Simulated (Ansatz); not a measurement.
Ta4NiO11:

```xyz
16
Lattice="1.9549 -14.8297 0.0000 1.9549 14.8297 0.0000 0.0000 0.0000 3.8859" Properties=species:S:1:pos:R:3 pbc="T T T"
Ta    1.9549    8.7682    0.0000
Ta    1.9549  -12.5907    0.0000
Ta    1.9549   12.5907    0.0000
Ta    1.9549   -8.7682    0.0000
Ni    1.9549    0.0000    0.0000
O     1.9549   10.6813    0.0000
O     1.9549   -6.5568    0.0000
O     1.9549    1.8849    0.0000
O     1.9549   -1.8849    0.0000
O     0.0000    0.0000    0.0000
O     1.9549  -10.6813    0.0000
O     1.9549    6.5568    0.0000
O     1.9549  -12.6913    1.9429
O     1.9549   12.6913    1.9429
O     1.9549   -8.7306    1.9429
O     1.9549    8.7306    1.9429
```

The cell was built by a generator and needn't be a form met in nature.

| Property | Result |
| --- | --- |
| Program | Ansatz 0.2.0 |
| Task | relaxation of cell and atoms |
| Functional | r2SCAN |
| Dispersion | D4 |
| Potentials or basis | Ansatz PAW |
| Cutoff | 500 eV (not typed: the program's choice for these potentials) |
| k mesh | 5 × 5 × 5 |
| Occupations | fermi-dirac, width 0.05 eV |
| Spin | collinear spin, ferromagnetic start |
| Starting moments | [0.0, 0.0, 0.0, 0.0, 1.0, 0.0, 0.0, 0.0, 0.0, 0.0, 0.0, 0.0, 0.0, 0.0, 0.0, 0.0] μB |

At the start: volume 14.08 Å³/atom.

Where does the relaxation end?

It ends after 7 steps and the volume is 13.74 Å³/atom (-2.4 %); space group Cmmm (No. 65, to 0.05 Å); moment 1.20 μB per cell.

The path:
| step | energy change (eV) | largest force (eV/Å) | volume (Å³) |
| --- | --- | --- | --- |
| 1 | 0.0000 | 0.2731 | 225.32 |
| 2 | -0.0986 | 0.0935 | 219.21 |
| 3 | -0.1026 | 0.0787 | 219.86 |
| 4 | -0.1037 | 0.0256 | 219.92 |
| 5 | -0.1038 | 0.0263 | 219.84 |
| 6 | -0.1039 | 0.0015 | 219.83 |
| 7 | -0.1007 | 0.0014 | 219.83 |

Final structure:
```xyz
16
Lattice="1.9384 -14.7281 0.0000 1.9384 14.7281 0.0000 0.0000 0.0000 3.8500" Properties=species:S:1:pos:R:3 pbc="T T T"
Ta    1.9384    8.7034    0.0000
Ta    1.9384  -12.4942    0.0000
Ta    1.9384   12.4942    0.0000
Ta    1.9384   -8.7034    0.0000
Ni    1.9384    0.0000    0.0000
O     1.9384   10.6008    0.0000
O     1.9384   -6.5138    0.0000
O     1.9384    1.8950    0.0000
O     1.9384   -1.8950    0.0000
O     0.0000    0.0000    0.0000
O     1.9384  -10.6008    0.0000
O     1.9384    6.5138    0.0000
O     1.9384  -12.6327    1.9250
O     1.9384   12.6327    1.9250
O     1.9384   -8.6489    1.9250
O     1.9384    8.6489    1.9250
```

Caveat: the magnetic or orbital state may not be the lowest; the plane-wave basis is chosen anew once the cell has moved, so the energies of steps on either side of that aren't comparable; a cell with one magnetic atom can't hold antiferromagnetic order, which such compounds often take; pairwise dispersion overbinds metals, which lowers pressure and volume; the PAW data sets come from PBE, with cores solved anew for the run's functional, which leaves a small shift of forces and pressure.
